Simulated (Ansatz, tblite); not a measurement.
# The cluster Ag₉+: a ladder of methods and basis sets

An exercise on one series of results from a longer session: the logs are not shown, and one member is left open.

Method: as each input shows; program: Ansatz 0.2.0, Gaussian basis.

Plan: GFN1-xTB, GFN2-xTB, PBE-D4/def2-TZVP, r2SCAN-D4/def2-TZVP, CAM-B3LYP-D4/def2-TZVP, B3LYP-D4/def2-TZVP, BLYP-D4/def2-TZVP, PBE-D4/def2-SVP, PBE0-D4/def2-SVP, MP2/def2-SVP, RPA/def2-SVP.

5 further runs of the same task are left out: 2 that didn't finish, 3 set aside as unsound or not needed. Runs told in other sessions of the task aren't counted.

## The geometry

The singlet was relaxed beforehand with r2SCAN-D4/def2-SVP. At that level it is the lowest of the isomers that a small search found.

9 atoms, charge 1, spin multiplicity 1.

Bond lengths: Ag1–Ag2 2.939 Å, Ag1–Ag3 2.808 Å, Ag1–Ag4 2.823 Å, Ag1–Ag5 2.811 Å, Ag1–Ag6 2.830 Å, Ag1–Ag8 2.730 Å, Ag1–Ag9 2.672 Å, Ag2–Ag3 2.811 Å, Ag2–Ag4 2.830 Å, Ag2–Ag5 2.808 Å, Ag2–Ag6 2.822 Å, Ag2–Ag7 2.671 Å, Ag2–Ag8 2.730 Å, Ag3–Ag6 2.785 Å, Ag3–Ag8 2.806 Å, Ag4–Ag5 2.784 Å, Ag4–Ag6 2.829 Å, Ag4–Ag7 2.792 Å and more. Angles: Ag2–Ag1–Ag3 58.5°, Ag2–Ag1–Ag4 58.8°, Ag2–Ag1–Ag5 58.4°, Ag2–Ag1–Ag6 58.5°, Ag2–Ag1–Ag8 57.4°, Ag2–Ag1–Ag9 109.0°, Ag3–Ag1–Ag4 107.9°, Ag3–Ag1–Ag5 109.5°, Ag3–Ag1–Ag6 59.2°, Ag3–Ag1–Ag8 60.9°, Ag3–Ag1–Ag9 113.4°, Ag4–Ag1–Ag5 59.2°, Ag4–Ag1–Ag6 60.1°, Ag4–Ag1–Ag8 107.7°, Ag4–Ag1–Ag9 61.0°, Ag5–Ag1–Ag6 107.6°, Ag5–Ag1–Ag8 60.8°, Ag5–Ag1–Ag9 113.8° and more.

Ag takes a core potential in the def2 sets. No spin-orbit coupling is included. The ion is computed in the gas phase, without counter-ions or solvent.

PBE0-D4/def2-TZVP was run before; its log isn't repeated, and its numbers join the tables.

Set-up of the first run:

Tight binding, by tblite at 300 K electronic temperature and without a spin-polarisation term:

```python
tblite.interface.Calculator('GFN1-xTB', numbers, positions, charge=1, uhf=0).singlepoint()
```

Tight binding, by tblite at 300 K electronic temperature and without a spin-polarisation term:

```python
tblite.interface.Calculator('GFN2-xTB', numbers, positions, charge=1, uhf=0).singlepoint()
```

start.molden holds the orbitals of an earlier run on this state, given as this run's starting guess.

Input file in.yaml:

```yaml
crystal:
  periodic: [false, false, false]
  atoms:
    - {symbol: Ag, position_ang: [-0.341327, -0.187843, 1.534469]}
    - {symbol: Ag, position_ang: [-0.421636, -0.689929, -1.360641]}
    - {symbol: Ag, position_ang: [0.916537, -2.426757, 0.397695]}
    - {symbol: Ag, position_ang: [-0.185798, 1.932052, -0.322862]}
    - {symbol: Ag, position_ang: [-2.570324, 0.526160, -0.022030]}
    - {symbol: Ag, position_ang: [1.963356, 0.109140, -0.080594]}
    - {symbol: Ag, position_ang: [1.184735, 1.053691, -2.591415]}
    - {symbol: Ag, position_ang: [-1.876208, -2.155054, 0.425633]}
    - {symbol: Ag, position_ang: [1.330665, 1.838561, 2.019755]}
basis:
  gaussian: {orbitals: def2-TZVP, initial_orbitals: start.molden}
total_charge: 1
hamiltonian: {xc: pbe, dispersion: d4}
scf: {omitted_lower_state_checks: [starts]}
output: {orbitals: {seedname: orbitals}}
```

On the command line:

```bash
> ansatz run in.yaml --threads 4 --pin off --events-out ev --progress --plain --max-ram 8704MiB
```

Among the steps run: PBE-D4/def2-TZVP; r2SCAN-D4/def2-TZVP; CAM-B3LYP-D4/def2-TZVP; B3LYP-D4/def2-TZVP; BLYP-D4/def2-TZVP; PBE-D4/def2-SVP; PBE0-D4/def2-SVP; MP2/def2-SVP; RPA/def2-SVP.

One of the session's tables, all rows but one given; the rest of the session is left out.

```
                 level  HOMO (eV)  LUMO (eV)  gap (eV)
       PBE-D4/def2-SVP      -8.80      -6.94      1.86
      PBE-D4/def2-TZVP      -8.81      -6.97      1.84
     BLYP-D4/def2-TZVP          ?          ?         ?
   r2SCAN-D4/def2-TZVP      -8.74      -6.76      1.98
    B3LYP-D4/def2-TZVP      -9.19      -6.47      2.73
      PBE0-D4/def2-SVP      -9.16      -6.14      3.02
     PBE0-D4/def2-TZVP      -9.16      -6.16      3.01
CAM-B3LYP-D4/def2-TZVP     -10.02      -5.44      4.58
```

**Question.** Estimate the row for BLYP-D4/def2-TZVP.

**Answer.** HOMO (eV): -8.74; LUMO (eV): -6.94; gap (eV): 1.80.
